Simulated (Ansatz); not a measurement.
**Rocksalt MgS, cell of 2 atoms**

Wanted: energy, pressure and frontier levels of the defect-free cell (PBEsol, HSE06 and r²SCAN).

All numbers are computed with Ansatz 0.2.0 (PAW, plane waves).

## Step 1: The system as built

2 atoms (1 Mg, 1 S); a = 3.664 Å, b = 3.664 Å, c = 3.664 Å, α = 60.00°, β = 60.00°, γ = 60.00°.

The runs, in order: (2) PBEsol single point at a 8×8×8 mesh, on 7 threads of Arm Neoverse-V2; (3) HSE06 single point at a 8×8×8 mesh, on 7 threads of Arm Neoverse-V2; (4) r²SCAN single point at a 8×8×8 mesh, on 7 threads of Arm Neoverse-V2.

## Step 2: PBEsol single point

File in.yaml:

```yaml
crystal:
  lattice:
    - [0.000000, 2.590990, 2.590990]
    - [2.590990, 0.000000, 2.590990]
    - [2.590990, 2.590990, 0.000000]
  atoms:
    - { symbol: Mg, position: [0.000000, 0.000000, 0.000000] }
    - { symbol: S, position: [0.500000, 0.500000, 0.500000] }
kpoints:
  mp_grid: { grid: [8, 8, 8] }
  band_path: { path: [VBM, CBM], npoints: 2 }
hamiltonian:
  xc: pbesol
scf:
  occupations: { method: fermi_dirac, width: 0.01 }
output:
  forces: true
  eigenvalues: true
  stress: true
  populations: true
```

## Step 3: HSE06 on the same atoms

Edit in.yaml of step 2 so:

```diff
@@ -12,3 +12,3 @@
 hamiltonian:
-  xc: pbesol
+  xc: hse06
 scf:
@@ -18,3 +18,2 @@
   eigenvalues: true
-  stress: true
   populations: true
```

## Step 4: Single point with r²SCAN

Edit in.yaml of step 3 so:

```diff
@@ -12,3 +12,3 @@
 hamiltonian:
-  xc: hse06
+  xc: r2scan
 scf:
```

What does the calculation give? Wanted: for each run, top filled to lowest empty; gap over the zone; energy; pressure.

The runs gave:

```
 level                     time  top filled to lowest empty (eV)  gap over the zone (eV)  energy (eV/atom)  pressure (GPa)
PBEsol    0.8 s (7 CPU threads)                             2.73                    2.73        -1399.9588            0.00
 HSE06  6.3 min (7 CPU threads)                             3.83                    3.83        -1414.8850               -
r²SCAN    3.1 s (7 CPU threads)                             3.49                    3.49        -1417.7874               -
```

**What this shows.** At the same k points, PBEsol gives a spacing 1.11 eV smaller and r²SCAN gives a spacing 0.35 eV smaller than the 3.83 eV of HSE06.
